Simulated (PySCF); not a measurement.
**C5HF2N: electronic excitations and core binding energies**

What electronic excitations and core binding energies should C5HF2N (`N#C/C(F)=C1C=C\1F`) show?

Computed with PySCF 2.14.0, with density-fitted response routines of our own, on a single molecule in the gas phase. Atoms count from 0, in the outputs and in this text.

## 1. The molecule as given

9 atoms, charge 0, multiplicity 1; geometry from: GFN2-xTB.

Bonds of the start (Å): N0–C1 1.15, C1–C2 1.41, C2–F3 1.36, C2–C4 1.32, C4–C5 1.46, C5–C6 1.32, C6–F7 1.30, C6–C4 1.43, C5–H8 1.06.

## 2. Excited states and response: CAM-B3LYP/def2-SVPD

Job settings and geometry (Å):

```
{"job": {"kind": "uv", "xc": "CAM-B3LYP", "basis": "def2-SVPD", "nstates": 8, "ntriplets": 3}, "charge": 0, "multiplicity": 1}
N      3.096365     0.547956     0.426917
C      2.115011    -0.016038     0.244750
C      0.903019    -0.701369     0.021830
F      0.999308    -2.045500    -0.177933
C     -0.281394    -0.108388    -0.000481
C     -1.137323     1.075622     0.102149
C     -1.709658    -0.092151    -0.133943
F     -2.791043    -0.778979    -0.341577
H     -1.180723     2.124842     0.260348
```

With the program's defaults for keys left out, this is: TDDFT CAM-B3LYP/def2-SVPD, vertical, gas phase, core orbitals frozen in the response.

Output:

```text
coarse grid: 9288 points
cycle   1  E = -444.7164828611  dE =  1.764e+00  |g| = 7.428e-01  |ddm| = 5.996e+00
cycle   2  E = -444.5823071482  dE =  1.342e-01  |g| = 1.145e+00  |ddm| = 2.181e+00
cycle   3  E = -444.8432762272  dE = -2.610e-01  |g| = 1.416e-01  |ddm| = 1.406e+00
cycle   4  E = -444.8465091269  dE = -3.233e-03  |g| = 7.689e-02  |ddm| = 2.619e-01
cycle   5  E = -444.8477281115  dE = -1.219e-03  |g| = 1.712e-02  |ddm| = 1.081e-01
cycle   6  E = -444.8477851429  dE = -5.703e-05  |g| = 5.256e-03  |ddm| = 3.049e-02
cycle   7  E = -444.8477918539  dE = -6.711e-06  |g| = 1.475e-03  |ddm| = 1.174e-02
final grid: 95616 points
cycle   8  E = -444.9195227626  dE = -2.327e-05  |g| = 5.163e-03  |ddm| = 8.538e-02
cycle   9  E = -444.9195187081  dE =  4.054e-06  |g| = 7.131e-03  |ddm| = 1.278e-02
cycle  10  E = -444.9195276843  dE = -8.976e-06  |g| = 3.190e-04  |ddm| = 6.505e-03
cycle  11  E = -444.9195276973  dE = -1.303e-08  |g| = 2.475e-04  |ddm| = 7.197e-04
cycle  12  E = -444.9195277084  dE = -1.108e-08  |g| = 8.568e-05  |ddm| = 3.775e-04
cycle  13  E = -444.9195277101  dE = -1.689e-09  |g| = 2.320e-05  |ddm| = 1.420e-04
cycle  14  E = -444.9195277102  dE = -1.241e-10  |g| = 8.054e-06  |ddm| = 4.686e-05
converged SCF energy = -444.9195277102

Static polarisability (au): isotropic 63.956, principal 37.172 58.597 96.100

Singlet excitations
state   eV       nm        f      main configurations
  1   4.9471    250.6   0.05402   H->L 0.94
  2   5.2169    237.7   0.00158   H->L+3 0.64, H->L+1 0.27
  3   5.9253    209.2   0.00075   H->L+1 0.65, H->L+3 0.29
  4   6.1949    200.1   0.48484   H->L+2 0.89
  5   7.1044    174.5   0.00056   H->L+5 0.49, H->L+4 0.34
  6   7.2692    170.6   0.00427   H->L+4 0.59, H->L+5 0.20
  7   7.4092    167.3   0.00097   H-1->L 0.48, H-1->L+2 0.18, H-4->L 0.17
  8   7.7095    160.8   0.00003   H-4->L 0.45, H-1->L+2 0.36

Triplet excitations (Tamm-Dancoff, eV): 3.5116 4.2736 4.8612
```

It took 35 s on 1 thread, shared host.

The orbitals next to the gap, with their largest atomic shares:

```
orbital      eV                      atoms
 HOMO−3  -11.99           N0 75 %, C1 16 %
 HOMO−2  -11.94   N0 39 %, C1 36 %, C2 8 %
 HOMO−1  -11.48   N0 46 %, C1 39 %, C4 4 %
   HOMO   -8.38  C2 27 %, C4 18 %, N0 13 %
   LUMO   -0.40  C5 38 %, C6 23 %, C4 12 %
 LUMO+1    0.45  C6 37 %, C5 20 %, F7 17 %
 LUMO+2    0.62  C4 23 %, C6 21 %, N0 14 %
```

With each of the 8 states as a Gaussian band of 0.4 eV half-width at 1/e, the curve within the window shown has maxima at 251 nm (ε 2,200), 200 nm (ε 20,000) L/(mol cm). Beyond the last state computed it falls off for lack of states. The curve at chosen wavelengths:

nm, ε (L/mol/cm) and a bar:
```
      155         11 
      160         60 
      165        160 
      171        243 
      176        367 #
      181       1342 ##
      186       4729 #######
      191      11056 #################
      197      18332 ############################
      202      19339 ##############################
      207      15344 ########################
      212       9540 ###############
      217       4854 ########
      223       1888 ###
      228       1097 ##
      233       1130 ##
      238       1515 ##
      243       1938 ###
      249       2217 ###
      254       2168 ###
      259       1898 ###
      264       1505 ##
      269       1093 ##
      275        672 #
      280        416 #
      285        242
```

Further results of this job:

```
           property  computed
  dipole moment (D)      5.41
polarisability (Å³)      9.48
 HOMO–LUMO gap (eV)      7.98
      −ε(HOMO) (eV)      8.38
```

## 3. Core-electron binding energies: SCAN, X2C

Same as in step 2 but for these lines:

```diff
@@ -1,2 +1,2 @@
-{"job": {"kind": "uv", "xc": "CAM-B3LYP", "basis": "def2-SVPD", "nstates": 8, "ntriplets": 3}, "charge": 0, "multiplicity": 1}
+{"job": {"kind": "xps"}, "charge": 0, "multiplicity": 1}
 N      3.096365     0.547956     0.426917
```

Method: delta-SCF UKS SCAN, pcX-2 on the ionised atom, pcseg-1 elsewhere, spin-free X2C.

Output:

```text
ground state, core basis on atom 0 (N), 148 functions
  cycle   1  E = -445.36430803  |g| = 6.32e-01
  cycle   2  E = -445.02229365  |g| = 1.38e+00
  cycle   3  E = -445.42519915  |g| = 3.18e-01
  cycle   4  E = -445.44671186  |g| = 9.79e-02
  cycle   5  E = -445.44835615  |g| = 4.06e-02
  cycle   6  E = -445.44868868  |g| = 1.44e-02
  cycle   7  E = -445.44873736  |g| = 4.84e-03
  cycle   8  E = -445.44874325  |g| = 1.71e-03
  cycle   9  E = -445.44874230  |g| = 6.17e-04
  cycle  10  E = -445.44874169  |g| = 2.25e-04
  E(ground) = -445.45317426 Eh
hole in N 1s of atom 0
  cycle   1  E = -429.85607601  |g| = 1.84e+00
  cycle   2  E = -426.79812062  |g| = 2.76e+00
  cycle   3  E = -430.01918664  |g| = 9.27e-01
  cycle   4  E = -430.37703256  |g| = 6.48e-01
  cycle   5  E = -430.53786023  |g| = 2.83e-01
  cycle   6  E = -430.57158450  |g| = 6.98e-02
  cycle   7  E = -430.57345450  |g| = 4.18e-02
  cycle   8  E = -430.57433254  |g| = 1.05e-02
  cycle   9  E = -430.57440296  |g| = 6.93e-03
  cycle  10  E = -430.57444595  |g| = 3.78e-03
  cycle  11  E = -430.57446548  |g| = 2.24e-03
  cycle  12  E = -430.57447046  |g| = 1.39e-03
  cycle  13  E = -430.57447203  |g| = 5.12e-04
  cycle  14  E = -430.57447183  |g| = 3.51e-04
  E(ion) = -430.57982784 Eh   <S^2> = 0.8075   hole on atom = 1.000   binding energy = 404.724 eV
ground state, core basis on atom 1 (C), 148 functions
  cycle   1  E = -445.43969488  |g| = 5.86e-02
  cycle   2  E = -445.43932145  |g| = 4.37e-02
  cycle   3  E = -445.43888847  |g| = 6.10e-02
  cycle   4  E = -445.43975191  |g| = 1.13e-02
  cycle   5  E = -445.43978521  |g| = 1.55e-03
  cycle   6  E = -445.43978358  |g| = 5.77e-04
  cycle   7  E = -445.43978540  |g| = 1.87e-04
  E(ground) = -445.44804910 Eh
hole in C 1s of atom 1
  cycle   1  E = -434.15203030  |g| = 1.51e+00
  cycle   2  E = -430.50997143  |g| = 2.85e+00
  cycle   3  E = -433.91783312  |g| = 1.11e+00
  cycle   4  E = -434.33490315  |g| = 8.92e-01
  cycle   5  E = -434.65144242  |g| = 3.48e-01
  cycle   6  E = -434.68128201  |g| = 2.10e-01
  cycle   7  E = -434.70378401  |g| = 5.55e-02
  cycle   8  E = -434.70522243  |g| = 2.57e-02
  cycle   9  E = -434.70557952  |g| = 8.39e-03
  cycle  10  E = -434.70566800  |g| = 5.90e-03
  cycle  11  E = -434.70572408  |g| = 3.91e-03
  cycle  12  E = -434.70576199  |g| = 1.85e-03
  cycle  13  E = -434.70577067  |g| = 1.17e-03
  cycle  14  E = -434.70577105  |g| = 7.07e-04
  cycle  15  E = -434.70577185  |g| = 3.16e-04
  E(ion) = -434.71308774 Eh   <S^2> = 0.8067   hole on atom = 1.000   binding energy = 292.113 eV
ground state, core basis on atom 2 (C), 148 functions
  cycle   1  E = -445.44277790  |g| = 6.31e-02
  cycle   2  E = -445.44156219  |g| = 7.86e-02
  cycle   3  E = -445.44222428  |g| = 5.65e-02
  cycle   4  E = -445.44294888  |g| = 1.10e-02
  cycle   5  E = -445.44297217  |g| = 1.57e-03
  cycle   6  E = -445.44297200  |g| = 4.70e-04
  E(ground) = -445.44842106 Eh
hole in C 1s of atom 2
  cycle   1  E = -434.07813798  |g| = 1.52e+00
  cycle   2  E = -431.98195829  |g| = 2.61e+00
  cycle   3  E = -434.28803067  |g| = 8.76e-01
  cycle   4  E = -434.42568965  |g| = 6.82e-01
  cycle   5  E = -434.63225427  |g| = 2.01e-01
  cycle   6  E = -434.65043363  |g| = 7.17e-02
  cycle   7  E = -434.65275593  |g| = 1.60e-02
  cycle   8  E = -434.65287907  |g| = 7.05e-03
  cycle   9  E = -434.65291100  |g| = 4.09e-03
  cycle  10  E = -434.65292376  |g| = 2.03e-03
  cycle  11  E = -434.65293114  |g| = 1.34e-03
  cycle  12  E = -434.65293467  |g| = 6.95e-04
  cycle  13  E = -434.65293482  |g| = 4.43e-04
  E(ion) = -434.65963788 Eh   <S^2> = 0.7769   hole on atom = 1.000   binding energy = 293.578 eV
ground state, core basis on atom 3 (F), 148 functions
  cycle   1  E = -445.47989129  |g| = 1.18e-01
  cycle   2  E = -445.47909096  |g| = 7.92e-02
  cycle   3  E = -445.47899286  |g| = 7.98e-02
  cycle   4  E = -445.48009910  |g| = 1.61e-02
  cycle   5  E = -445.48015495  |g| = 2.17e-03
  cycle   6  E = -445.48015812  |g| = 1.27e-03
  cycle   7  E = -445.48015769  |g| = 2.80e-04
  E(ground) = -445.48784975 Eh
hole in F 1s of atom 3
  cycle   1  E = -419.10044884  |g| = 2.58e+00
  cycle   2  E = -418.41024485  |g| = 2.43e+00
  cycle   3  E = -419.37104072  |g| = 1.11e+00
  cycle   4  E = -419.67774931  |g| = 8.21e-01
  cycle   5  E = -419.97593495  |g| = 2.32e-01
  cycle   6  E = -419.99521953  |g| = 1.16e-01
  cycle   7  E = -420.00171556  |g| = 4.17e-02
  cycle   8  E = -420.00264004  |g| = 1.07e-02
  cycle   9  E = -420.00267267  |g| = 5.04e-03
  cycle  10  E = -420.00268662  |g| = 1.09e-03
  cycle  11  E = -420.00268582  |g| = 5.35e-04
  cycle  12  E = -420.00268729  |g| = 2.61e-04
  E(ion) = -420.01670134 Eh   <S^2> = 0.7573   hole on atom = 1.000   binding energy = 693.105 eV
ground state, core basis on atom 4 (C), 148 functions
  cycle   1  E = -445.43872726  |g| = 8.93e-02
  cycle   2  E = -445.43705814  |g| = 1.22e-01
  cycle   3  E = -445.43935639  |g| = 2.51e-02
  cycle   4  E = -445.43935371  |g| = 2.26e-02
  cycle   5  E = -445.43947563  |g| = 3.40e-03
  cycle   6  E = -445.43947746  |g| = 1.04e-03
  cycle   7  E = -445.43947876  |g| = 3.13e-04
  E(ground) = -445.44602027 Eh
hole in C 1s of atom 4
  cycle   1  E = -434.09890977  |g| = 1.52e+00
  cycle   2  E = -432.42462851  |g| = 2.38e+00
  cycle   3  E = -434.39336718  |g| = 7.91e-01
  cycle   4  E = -434.45788784  |g| = 6.82e-01
  cycle   5  E = -434.65764524  |g| = 2.57e-01
  cycle   6  E = -434.68257492  |g| = 1.03e-01
  cycle   7  E = -434.68691101  |g| = 3.22e-02
  cycle   8  E = -434.68740406  |g| = 1.86e-02
  cycle   9  E = -434.68765760  |g| = 7.66e-03
  cycle  10  E = -434.68777338  |g| = 5.70e-03
  cycle  11  E = -434.68785643  |g| = 4.62e-03
  cycle  12  E = -434.68791245  |g| = 2.62e-03
  cycle  13  E = -434.68793713  |g| = 1.73e-03
  cycle  14  E = -434.68794555  |g| = 1.34e-03
  cycle  15  E = -434.68795117  |g| = 1.10e-03
  cycle  16  E = -434.68795593  |g| = 9.18e-04
  cycle  17  E = -434.68795808  |g| = 7.72e-04
  cycle  18  E = -434.68795917  |g| = 5.47e-04
  cycle  19  E = -434.68796047  |g| = 2.55e-04
  E(ion) = -434.69406092 Eh   <S^2> = 0.8586   hole on atom = 1.000   binding energy = 292.576 eV
ground state, core basis on atom 5 (C), 148 functions
  cycle   1  E = -445.43823692  |g| = 5.84e-02
  cycle   2  E = -445.43804064  |g| = 3.28e-02
  cycle   3  E = -445.43786036  |g| = 4.13e-02
  cycle   4  E = -445.43831073  |g| = 6.66e-03
  cycle   5  E = -445.43831967  |g| = 2.26e-03
  cycle   6  E = -445.43832134  |g| = 3.58e-04
  E(ground) = -445.44473259 Eh
hole in C 1s of atom 5
  cycle   1  E = -434.09600212  |g| = 1.51e+00
  cycle   2  E = -431.99098393  |g| = 2.45e+00
  cycle   3  E = -434.35895494  |g| = 7.39e-01
  cycle   4  E = -434.42407211  |g| = 6.93e-01
  cycle   5  E = -434.63432082  |g| = 3.23e-01
  cycle   6  E = -434.67967132  |g| = 1.31e-01
  cycle   7  E = -434.68715511  |g| = 4.25e-02
  cycle   8  E = -434.68803743  |g| = 1.54e-02
  cycle   9  E = -434.68818915  |g| = 7.07e-03
  cycle  10  E = -434.68827699  |g| = 5.07e-03
  cycle  11  E = -434.68834426  |g| = 4.00e-03
  cycle  12  E = -434.68839818  |g| = 2.16e-03
  cycle  13  E = -434.68842250  |g| = 1.89e-03
  cycle  14  E = -434.68843275  |g| = 1.05e-03
  cycle  15  E = -434.68843818  |g| = 4.81e-04
  E(ion) = -434.69464858 Eh   <S^2> = 0.8679   hole on atom = 1.000   binding energy = 292.525 eV
ground state, core basis on atom 6 (C), 148 functions
  cycle   1  E = -445.44285632  |g| = 5.94e-02
  cycle   2  E = -445.44248071  |g| = 4.33e-02
  cycle   3  E = -445.44229659  |g| = 5.11e-02
  cycle   4  E = -445.44294833  |g| = 6.47e-03
  cycle   5  E = -445.44295697  |g| = 1.95e-03
  cycle   6  E = -445.44295828  |g| = 5.26e-04
  cycle   7  E = -445.44295682  |g| = 1.32e-04
  E(ground) = -445.44862668 Eh
hole in C 1s of atom 6
  cycle   1  E = -434.01611602  |g| = 1.51e+00
  cycle   2  E = -424.62724883  |g| = 3.95e+00
  cycle   3  E = -433.42477903  |g| = 1.45e+00
  cycle   4  E = -434.39764895  |g| = 6.42e-01
  cycle   5  E = -434.41410773  |g| = 5.81e-01
  cycle   6  E = -434.58654115  |g| = 1.68e-01
  cycle   7  E = -434.59909695  |g| = 6.72e-02
  cycle   8  E = -434.60118056  |g| = 3.64e-02
  cycle   9  E = -434.60185732  |g| = 1.42e-02
  cycle  10  E = -434.60221342  |g| = 1.46e-02
  cycle  11  E = -434.60248849  |g| = 1.09e-02
  cycle  12  E = -434.60275165  |g| = 6.62e-03
  cycle  13  E = -434.60280862  |g| = 5.67e-03
  cycle  14  E = -434.60283427  |g| = 1.94e-03
  cycle  15  E = -434.60284695  |g| = 1.13e-03
  cycle  16  E = -434.60285029  |g| = 1.01e-03
  cycle  17  E = -434.60285323  |g| = 5.73e-04
  cycle  18  E = -434.60285404  |g| = 3.89e-04
  E(ion) = -434.60842880 Eh   <S^2> = 1.0416   hole on atom = 1.000   binding energy = 294.977 eV
ground state, core basis on atom 7 (F), 148 functions
  cycle   1  E = -445.47996611  |g| = 1.22e-01
  cycle   2  E = -445.47836565  |g| = 1.06e-01
  cycle   3  E = -445.47897460  |g| = 8.41e-02
  cycle   4  E = -445.48031949  |g| = 1.61e-02
  cycle   5  E = -445.48038982  |g| = 1.28e-03
  cycle   6  E = -445.48038918  |g| = 1.21e-03
  cycle   7  E = -445.48039030  |g| = 3.24e-04
  E(ground) = -445.48829676 Eh
hole in F 1s of atom 7
  cycle   1  E = -419.02065218  |g| = 2.58e+00
  cycle   2  E = -417.06806161  |g| = 2.76e+00
  cycle   3  E = -418.60194023  |g| = 1.40e+00
  cycle   4  E = -419.78447675  |g| = 5.38e-01
  cycle   5  E = -419.80165578  |g| = 5.00e-01
  cycle   6  E = -419.90914634  |g| = 1.89e-01
  cycle   7  E = -419.92337579  |g| = 6.97e-02
  cycle   8  E = -419.92569324  |g| = 1.60e-02
  cycle   9  E = -419.92578991  |g| = 9.88e-03
  cycle  10  E = -419.92584625  |g| = 3.29e-03
  cycle  11  E = -419.92586484  |g| = 2.60e-03
  cycle  12  E = -419.92588262  |g| = 2.45e-03
  cycle  13  E = -419.92589615  |g| = 2.43e-03
  cycle  14  E = -419.92591760  |g| = 2.40e-03
  cycle  15  E = -419.92603782  |g| = 2.15e-03
  cycle  16  E = -419.92601795  |g| = 2.64e-03
  cycle  17  E = -419.92605152  |g| = 1.65e-03
  cycle  18  E = -419.92605845  |g| = 2.98e-03
  cycle  19  E = -419.92606309  |g| = 2.70e-03
  cycle  20  E = -419.92606627  |g| = 2.37e-03
  cycle  21  E = -419.92607002  |g| = 2.16e-03
  cycle  22  E = -419.92607383  |g| = 1.54e-03
  cycle  23  E = -419.92607769  |g| = 5.96e-04
  cycle  24  E = -419.92607877  |g| = 6.63e-05
  E(ion) = -419.93907206 Eh   <S^2> = 0.7966   hole on atom = 1.000   binding energy = 695.230 eV
```

It took 2.4 min on 1 thread, shared host.

Binding energies by hole, beside the orbital energy of the ground state; the difference holds orbital relaxation and, for a density functional, its self-interaction error:

```
     hole  stands for                      environment          ΔSCF (eV)  −ε (eV)   ⟨S²⟩
N1s on N0          N0                 nitrile nitrogen             404.72    386.1  0.808
C1s on C1          C1                   nitrile carbon             292.11    274.8  0.807
C1s on C2          C2  fully substituted alkene carbon             293.58    276.9  0.777
F1s on F3          F3                 vinylic fluorine             693.11    667.4  0.757
C1s on C4          C4  fully substituted alkene carbon  292.58 (doubtful)    276.2  0.859
C1s on C5          C5                        alkene CH  292.52 (doubtful)    276.3  0.868
C1s on C6          C6  fully substituted alkene carbon  294.98 (doubtful)    278.6  1.042
F1s on F7          F7                 vinylic fluorine             695.23    669.6  0.797
```

Doubtful: the ion did not converge, its hole moved, or its ⟨S²⟩ is well above 0.75.

## 4. Summary of results

| quantity | value |
| --- | --- |
| lowest singlet (CAM-B3LYP/def2-SVPD) | 4.95 eV (251 nm), f = 0.054 |
| brightest single state of those computed | state 4, 6.19 eV, f = 0.485 |
| lowest triplet | 3.51 eV |
| C1s binding energies, SCAN/pcX-2 (standing for 2 of 5 atoms) | C2 293.58, C1 292.11 eV |
| F1s binding energies, SCAN/pcX-2 | F7 695.23, F3 693.11 eV |
| N1s binding energies, SCAN/pcX-2 | N0 404.72 eV |

**Reading.** The lowest singlet, at 4.95 eV, is HOMO→LUMO 0.94 and is bright; of the 8 states computed, the strongest absorption comes from state 4 at 6.19 eV. The lowest triplet lies 1.44 eV below the lowest singlet (triplets in Tamm-Dancoff, singlets in full TDDFT). C2 (fully substituted alkene carbon) binds its C1s electron 1.46 eV more tightly than C1 (nitrile carbon). Only 2 of the 5 C atoms are covered by sound results. The F1s levels kept as sound span 2.12 eV, from F3 (vinylic fluorine) up to F7 (vinylic fluorine).
